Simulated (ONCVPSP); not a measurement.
# Gadolinium: generating and testing an ONCV potential

Aim: build the potential from the settings below, then test how well it stands in for the atom: other configurations, scattering, ghost states and the plane-wave cutoff that it needs.

Program: ONCVPSP 4.0.1. Reference atom: LDA (Perdew-Wang 92), scalar-relativistic, spherical and spin-unpolarised. All values are calculated.

## (1) Settings

Typed settings, in words:

* element: gadolinium (Gd, Z = 64)
* type: optimised norm-conserving Vanderbilt (ONCV)
* frozen core: [Kr] 4d10
* valence charge: 18
* reference configuration: 4f6 5s2 5p6 5d2 6s2
* partial waves: 5s+6s: rc 2.35 bohr, ncon 4, nbas 8, qcut 4.9 1/bohr, 2 projectors; 5p: rc 2.35 bohr, ncon 4, nbas 7, qcut 5.1 1/bohr, 2 projectors, debl 3 Ha; 5d: rc 2.35 bohr, ncon 4, nbas 7, qcut 4.5 1/bohr, 2 projectors, debl 1.8 Ha; 4f: rc 0.95 bohr, ncon 4, nbas 8, qcut 21.3 1/bohr, 1 projector
* local potential: polynomial inside 0.90 bohr (lpopt 1, dvloc0 4 Ha)
* core correction: Teter function, fcfact 3.75, rcfact 1.7

The nodes and maxima of the atom's own shells, from an earlier all-electron run, set the scale for the radii.

All-electron outer shells of the reference configuration (LDA (PZ), scalar-relativistic, ld1.x):

```csv
shell,level (eV),outermost node (bohr),outermost maximum (bohr)
4d,-155.30,0.27,0.56
5s,-53.47,0.65,1.18
5p,-30.16,0.70,1.34
4f,-15.49,–,0.56
6s,-4.57,1.57,3.21
5d,-3.73,0.78,1.85
6p,-1.46,1.87,4.39
```

## (2) The generation run

Contents of Gd.dat:

```
# ATOM AND REFERENCE CONFIGURATION
# atsym  z   nc   nv     iexc    psfile
  Gd 64.00    9    5  -001012      upf
#
#   n    l    f
    1    0    2.00
    2    0    2.00
    2    1    6.00
    3    0    2.00
    3    1    6.00
    3    2   10.00
    4    0    2.00
    4    1    6.00
    4    2   10.00
    4    3    6.00
    5    0    2.00
    5    1    6.00
    5    2    2.00
    6    0    2.00
#
# PSEUDOPOTENTIAL AND OPTIMIZATION
# lmax
    3
#
#   l,   rc,      ep,       ncon, nbas, qcut
    0    2.35    0.00    4    8    4.90
    1    2.35    0.00    4    7    5.10
    2    2.35    0.00    4    7    4.50
    3    0.95    0.00    4    8   21.30
#
# LOCAL POTENTIAL
# lloc, lpopt,  rc(5),   dvloc0
    4    1    0.90    4.00
#
# VANDERBILT-KLEINMAN-BYLANDER PROJECTORs
# l, nproj, debl
    0    2    1.20
    1    2    3.00
    2    2    1.80
    3    1    3.80
#
# MODEL CORE CHARGE
# icmod, fcfact, rcfact
    3    3.75    1.70
#
# LOG DERIVATIVE ANALYSIS
# epsh1, epsh2, depsh
   -3.00    5.00    0.02
#
# OUTPUT GRID
# rlmax, drl
    6.00    0.01
#
# TEST CONFIGURATIONS
# ncnf
    4
# nvcnf
#   n    l    f
    5
    4    3    7.00
    5    0    2.00
    5    1    6.00
    5    2    1.00
    6    0    2.00
#
    5
    4    3    7.00
    5    0    2.00
    5    1    6.00
    5    2    1.00
    6    0    1.00
#
    5
    4    3    7.00
    5    0    2.00
    5    1    6.00
    5    2    1.00
    6    0    0.00
#
    5
    4    3    7.00
    5    0    2.00
    5    1    6.00
    5    2    1.00
    6    0    1.50
#
```

Command:

```
$ oncvpsp.x < Gd.dat > Gd.out
```

**Question.** What will these runs give? Wanted: cutoffs for 1 and 0.1 mHa per electron, occupied waves; bound ghosts; GHOST(+) flags; configuration tests; largest phase difference near zero energy, channels read; rms error of d²Exc/dn², without and with the model core.

As calculated:

```
                                                quantity                        value
  cutoffs for 1 and 0.1 mHa per electron, occupied waves            164 Ha and 182 Ha
                                            bound ghosts               s at -71.57 eV
                                          GHOST(+) flags                  p at 103 eV
                                     configuration tests  no usable energy difference
largest phase difference near zero energy, channels read                    0.003 rad
 rms error of d²Exc/dn², without and with the model core            8.43 and 4.02 mHa
```

In words: It has a bound ghost (s), a state that the atom doesn't have, and that rules the file out. Of the tests 4 gave no usable energy difference, which is a warning in itself. By its cutoff, 164 Ha for the looser tolerance, it is very hard. At the looser tolerance the 4f wave is the slowest; 5d needs 9 Ha. Near zero energy the phases of the channels with partial waves agree within 0.003 rad. The pseudo curves have a pole with no partner nearby in the atom's: s at -2.63 Ha. The program also flags highly localised states, GHOST(+) (p). All of this concerns the isolated atom, not yet a solid.
